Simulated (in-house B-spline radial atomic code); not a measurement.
# Ni¹⁰⁺: ionisation energy by several methods

Aim: the ionisation energy of Ni¹⁰⁺ by several methods, each as the difference of two self-consistent energies (Ni¹⁰⁺ and the next ion, [Ne] 3s2 3p5).

Method: non-relativistic, several functionals, spin-polarised, exact exchange averaged over the configuration; spherical all-electron atom at the radial basis limit. Code: in-house B-spline radial atomic code version 1.

**1. The system**

```
element       : nickel (Z = 28)
charge        : +10
electrons     : 18
configuration : [Ne] 3s2 3p6
nucleus       : point
```

Outer shells as boxes (Hund's rule):

[Ne] 3s2 3p6
```
[Ne] core
3s [↑↓]
3p [↑↓][↑↓][↑↓]
```

Where spins are not typed, each open shell is filled with up spins first.

**2. CAM-B3LYP**

The run's settings:

```ini
Z = 28
electrons = 18.0
configuration = [Ne] 3s2 3p6
hamiltonian = nr
method = camb3lyp
spin_polarised = True
exact_exchange = averaged over the configuration
```

Command:

```console
python run_scf.py task.json out
```

task.json lists these runs, among others, and the program works through them in turn.

**3. r2SCAN0**

The settings differ from step 2 so:

```diff
@@ -4,3 +4,3 @@
 hamiltonian = nr
-method = camb3lyp
+method = r2scan0
 spin_polarised = True
```

**4. M06-2X**

The settings differ from step 3 so:

```diff
@@ -4,3 +4,3 @@
 hamiltonian = nr
-method = r2scan0
+method = m062x
 spin_polarised = True
```

**5. BHandHLYP**

The settings differ from step 4 so:

```diff
@@ -4,3 +4,3 @@
 hamiltonian = nr
-method = m062x
+method = bhandhlyp
 spin_polarised = True
```

**6. PBE0**

The settings differ from step 5 so:

```diff
@@ -4,3 +4,3 @@
 hamiltonian = nr
-method = bhandhlyp
+method = pbe0
 spin_polarised = True
```

**7. LC-ωPBE**

The settings differ from step 6 so:

```diff
@@ -4,3 +4,3 @@
 hamiltonian = nr
-method = pbe0
+method = lc_wpbe
 spin_polarised = True
```

**Question.** The tabulated ionisation energy is 319.5 ± 0.7 eV (semi-empirical; NIST Atomic Spectra Database). What does each method give, and which comes nearest?

As calculated:

| method | rung | total energy (hartree) | ΔSCF (eV) | −ε highest (eV) | ΔSCF less tabulated (eV) |
| --- | --- | --- | --- | --- | --- |
| r2SCAN0 | global hybrid | -1470.8333 | 320.48 | 309.22 (3p up) | +0.98 |
| M06-2X | global hybrid | -1470.9286 | 319.28 | 312.35 (3p up) | -0.22 |
| BHandHLYP | global hybrid | -1470.9032 | 319.64 | 312.31 (3p up) | +0.14 |
| PBE0 | global hybrid | -1470.6349 | 319.75 | 308.23 (3p up) | +0.25 |
| CAM-B3LYP | range-separated hybrid | -1470.9161 | 319.64 | 309.36 (3p up) | +0.14 |
| LC-ωPBE | range-separated hybrid | -1470.6310 | 319.69 | 309.79 (3p up) | +0.19 |

**Reading.** The tabulated ionisation energy is 319.5 ± 0.7 eV (semi-empirical; NIST Atomic Spectra Database). BHandHLYP comes nearest (+0.14 eV) and r2SCAN0 is farthest (+0.98 eV, 0.31 %). These runs lack relativity altogether, which can outweigh the gaps between the methods, so the nearest may be so by luck. Open shells are averaged (over orientations, and over spins where the run is restricted), while tables refer to the lowest levels.
